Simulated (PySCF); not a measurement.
Runs of PySCF 2.14.0 on SiSeH4. The cell holds a molecule in a box, 6 atoms: a = 12.000 Å, b = 12.000 Å, c = 13.000 Å, α = 90.00°, β = 90.00°, γ = 90.00°. 

| task | level | frozen core bands | conv_tol | grid for exchange and correlation | exxdiv | three-body dispersion term | gap on the mesh (eV) |
| --- | --- | --- | --- | --- | --- | --- | --- |
| excitation energies (Tamm-Dancoff) | PBE0 | 14 | 1e-08 Ha | Becke, atom-centred | ewald | - | 6.97 |
| MP2 correlation energy | HF | 14 | 1e-08 Ha | - | ewald | - | 12.81 |
| atomic charges | HSE06+D3(BJ) | - | 1e-07 Ha | Becke, atom-centred | ewald | no | (a) |
| CCSD(T) correlation energy | HF | 14 | 1e-08 Ha | - | ewald | - | 12.81 |

Alike in all rows: potentials or basis 6-31g* (all-electron); no spin polarisation; cell as given; k mesh 1 × 1 × 1; smearing fixed.

Problem. Fill in the values left out.

Solution. (a) 6.16.

Caveats: this is a molecule in a periodic box at the Γ point, so its band gap is the HOMO-LUMO gap; relativity is left out, which matters for the heavier elements; the basis of atomic orbitals isn't converged, which shifts pressures, moduli and gaps; the basis is small and the box finite, so much correlation energy is missing and levels can be off by tenths of an eV (some runs); the iterative solver can pass over a root and still report convergence (some runs); this program's HSE differs a little from the usual definition (some runs).

A k mesh can miss the band edges, and the runs leave out spin-orbit coupling on Se.
